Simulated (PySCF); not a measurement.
# Ge2H8Si (Si(GeH3)2H2): the cost of one run

Computed with PySCF 2.14.0, with density-fitted response routines of our own, on a single molecule in the gas phase. Atoms count from 0, in the outputs and in this text.

## 1. The starting structure

11 atoms, charge 0, multiplicity 1; geometry from: GFN2-xTB. The atoms were then displaced at random by about 0.03 Å, so the start is not that level's minimum.

Bonds of the start (Å): Si0–Ge1 2.32, Si0–Ge5 2.28, Si0–H9 1.55, Si0–H10 1.45, Ge1–H2 1.46, Ge1–H3 1.39, Ge1–H4 1.49, Ge5–H6 1.54, Ge5–H7 1.53, Ge5–H8 1.44.

## 2. Geometry optimisation at PBE0-D3(BJ)/def2-SVP

Job settings and geometry (Å):

```
{"job": {"xc": "PBE0", "basis": "def2-SVP", "d3": "d3bj", "grid": 1, "maxiter": 40, "shake": 0.03, "kind": "geom"}, "charge": 0, "multiplicity": 1}
Si    -0.756460    -0.074480    -0.568600
Ge    -0.867580    -0.028690     1.750910
H     -0.043690    -1.064040     2.374000
H     -2.096470    -0.250990     2.363660
H     -0.403810     1.235970     2.380320
Ge     1.365330     0.028720    -1.392120
H      2.214120    -1.207850    -1.041800
H      2.275810     1.160230    -0.903420
H      1.501580     0.124180    -2.818360
H     -1.540120     1.175930    -1.045960
H     -1.550670    -1.184460    -1.067730
```

On the command line:

```sh
$ OMP_NUM_THREADS=1 python probes_run.py task.json out
```

One launch serves the whole session: the jobs run in the order shown.

Q: Estimate the wall time and peak memory of this first job on 1 thread of Arm Neoverse V1, shared host.

About 33 s, with a peak of 0.45 GiB.
